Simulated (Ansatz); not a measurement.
Working through an equation of state with a fit of Ti₃NbAl₂, space group P-3m1

Computed with the Ansatz DFT code, driven from Python.

The cells in order, each with its output:

**Cell 1**
```python
import warnings

import ansatz as az
import numpy as np
```

**Cell 2**
```python
config = {
    "functional": "PBEsol",
    "smearing": "fermi_dirac",
    "smearing_width": 0.1,
    "cutoff": 500,
    "kgrid": (6, 6, 4),
}
```

**Cell 3**
```python
vectors0 = np.array([
    [4.58454, 0.0, 0.0],
    [-2.29227, 3.97033, 0.0],
    [0.0, 0.0, 5.46756],
])
sites = [
    ("Ti", [1 / 3, 2 / 3, 0.7283]),
    ("Ti", [2 / 3, 1 / 3, 0.2717]),
    ("Ti", [0.0, 0.0, 0.0]),
    ("Al", [1 / 3, 2 / 3, 0.23351]),
    ("Al", [2 / 3, 1 / 3, 0.76649]),
    ("Nb", [0.0, 0.0, 0.5]),
]
```

**Cell 4**
```python
def make_crystal(cell):
    crystal = az.Crystal(lattice=az.Lattice.of(cell))
    for symbol, position in sites:
        crystal = crystal.atom(symbol, position)
    return crystal
```

**Cell 5**
```python
warnings.simplefilter("ignore", az.DeckWarning)
```

**Cell 6**
```python
volumes, energies = [], []
for scale in np.linspace(0.92, 1.08, 7):
    cell = vectors0 * scale ** (1 / 3)
    job = make_crystal(cell).calculation()
    job = job.functional(config["functional"])
    job = job.occupations(config["smearing"], width=config["smearing_width"])
    job = job.basis(config["cutoff"]).kpoints(*config["kgrid"])
    report = job.run().report
    volumes.append(abs(np.linalg.det(cell)) / len(sites))
    energies.append(report["free_energy_ev"] / len(sites))
    print(f"V = {volumes[-1]:8.4f} A^3/atom  F = {energies[-1]:.5f} eV/atom")
```
Output:
```text
V =  15.2599 A^3/atom  F = -2161.35710 eV/atom
V =  15.7022 A^3/atom  F = -2161.37563 eV/atom
V =  16.1446 A^3/atom  F = -2161.38249 eV/atom
V =  16.5869 A^3/atom  F = -2161.37911 eV/atom
V =  17.0292 A^3/atom  F = -2161.36673 eV/atom
V =  17.4715 A^3/atom  F = -2161.34648 eV/atom
V =  17.9138 A^3/atom  F = -2161.31932 eV/atom
```

**Cell 7**
```python
x = np.array(volumes) ** (-2 / 3)
poly = np.polynomial.Polynomial.fit(x, energies, 3).convert()
roots = poly.deriv().roots()
x0 = min((r.real for r in roots if abs(r.imag) < 1e-9 and poly.deriv(2)(r.real) > 0), key=lambda r: abs(r - x.mean()))
v0 = x0 ** -1.5
b0 = 4 / 9 * poly.deriv(2)(x0) * v0 ** (-7 / 3) * 160.21766
b1 = 4 + 2 / 3 * x0 * poly.deriv(3)(x0) / poly.deriv(2)(x0)
print(f"V0 = {v0:.4f} A^3/atom, B0 = {b0:.1f} GPa, dB/dP = {b1:.2f}")
```
Output:
```text
V0 = 16.2104 A^3/atom, B0 = 133.1 GPa, dB/dP = 3.82
```

A third-order Birch-Murnaghan fit through the 7 points has its minimum at 16.21 Å³ an atom, 2.3 % below the typed cell, with a bulk modulus of 133 GPa and dB/dP = 3.8. From that minimum the energy rises by 25.5 meV an atom on the compressed side and 63.3 meV on the expanded side.

Notes:
- Absolute energies stand on the zero of these potentials, so only differences at equal settings mean something.
- The run is spin-unpolarised.
- Shape and fractional positions are held along the curve, so the bulk modulus is an upper value where they are free to relax.
- For a metal this k-point mesh is coarse: on a finer one energies can move by several to tens of meV an atom and pressures by half a GPa or more, differences at one mesh by less.
- This cell is a computed structure, which may not be the phase found in nature.
- The whole script took 42 s on 1 thread of Arm Neoverse V1, on a shared host, peak memory 0.49 GiB.
